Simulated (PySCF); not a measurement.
**Er2S3: other functionals and bases at one geometry**

One table from this session's results is given with a row withheld; the runs are named, their logs left out.

Computed with PySCF 2.14.0. Level: several levels, as the steps say, no spin–orbit coupling.

7 further runs of the same task are left out: 2 for a known fault of the program, 4 that didn't finish, 1 set aside as unsound or not needed.

## The system as given

5 atoms, charge 0, spin multiplicity 1.

Bond lengths: Er1–S3 2.546 Å, Er1–S4 2.313 Å, Er2–S3 2.546 Å, Er2–S5 2.313 Å. Angles: S3–Er1–S4 121.7°, S3–Er2–S5 121.7°, Er1–S3–Er2 126.9°.

Coordinates:

```xyz
5
Er2S3
Er    0.16326   -0.57959    2.27688
Er    0.16326   -0.57959   -2.27688
S     0.47203   -1.67572    0.00000
S    -0.46122    1.63732    2.48534
S    -0.46122    1.63732   -2.48534
```

Formal oxidation states: Er +3. Each metal's 11 4f electrons lie in its core potential, so multiplicities, spins and levels count the valence alone. An earlier session relaxed this geometry at r2SCAN, Er lcecp-1-SVP with ECP57, S def2-SVP (singlet, point group C2v).

At r2SCAN on the finer grid: E = -1270.819056 Eh, HOMO -4.77 eV, LUMO -2.90 eV, Mulliken charge on Er1 +0.67 e, largest force component 0.015 eV/Å. 

Levels to run: BP86; HF; CAM-B3LYP; PBE. Hardware: 2 threads of Intel Xeon Platinum 8488C (Sapphire Rapids), shared host.

Set-up of the first run:

run.py (the lines that set the calculation) reads:

```python
mol = gto.M(atom='''
Er     0.16326    -0.57959     2.27688
Er     0.16326    -0.57959    -2.27688
S      0.47203    -1.67572     0.00000
S     -0.46122     1.63732     2.48534
S     -0.46122     1.63732    -2.48534''',
    basis={'Er': 'lcecp-1-SVP', 'S': 'def2-SVP'},
    ecp={'Er': 'lcecp-1-SVP'},
    charge=0, spin=0)
mf = dft.RKS(mol, xc='B88,P86')
mf.grids.atom_grid = (75, 302)  # f atoms: unpruned, at least (60, 302)
mf = mf.density_fit()  # fitting sets: Er AutoAux, S def2-universal-JKFIT
mf.conv_tol = 1e-08; mf.max_cycle = 55
mf.kernel(dm0)  # dm0: the density of the relaxed state
```

The run is started by

```console
OMP_NUM_THREADS=2 python run.py
```

Among the steps run: BP86; HF; CAM-B3LYP; PBE.

One of the session's tables, all rows but one given; the rest of the session is left out.

```
                level  HOMO (eV)  gap (eV)  charge on Er1 (e)  dipole (D)  largest force component (eV/Å)
r2SCAN (relaxed here)      -4.77      1.88               0.67       11.53                            0.02
                 BP86          ?         ?                  ?           ?                               ?
                   HF      -7.67      6.90               0.92       14.48                            0.64
            CAM-B3LYP      -6.71      4.69               0.62       12.07                            0.27
                  PBE      -4.62      1.35               0.55       10.46                            0.14
```

Q: Estimate the row for BP86 from the others.

**Answer.** HOMO (eV): -4.71; gap (eV): 1.46; charge on Er1 (e): 0.54; dipole (D): 10.47; largest force component (eV/Å): 0.18. In the column «HOMO (eV)» it lies between r2SCAN (relaxed here) (-4.77) and PBE (-4.62).

In one basis the HOMO–LUMO gap runs from 1.35 eV (PBE) to 6.90 eV (HF). The largest leftover force, 0.64 eV/Å with HF, stands at a geometry relaxed at another level. With 4f in the core, its levels are missing from HOMO and gap, and its count is fixed, so no charge can pass from the ligands into it. Total energies of different levels can't be compared.
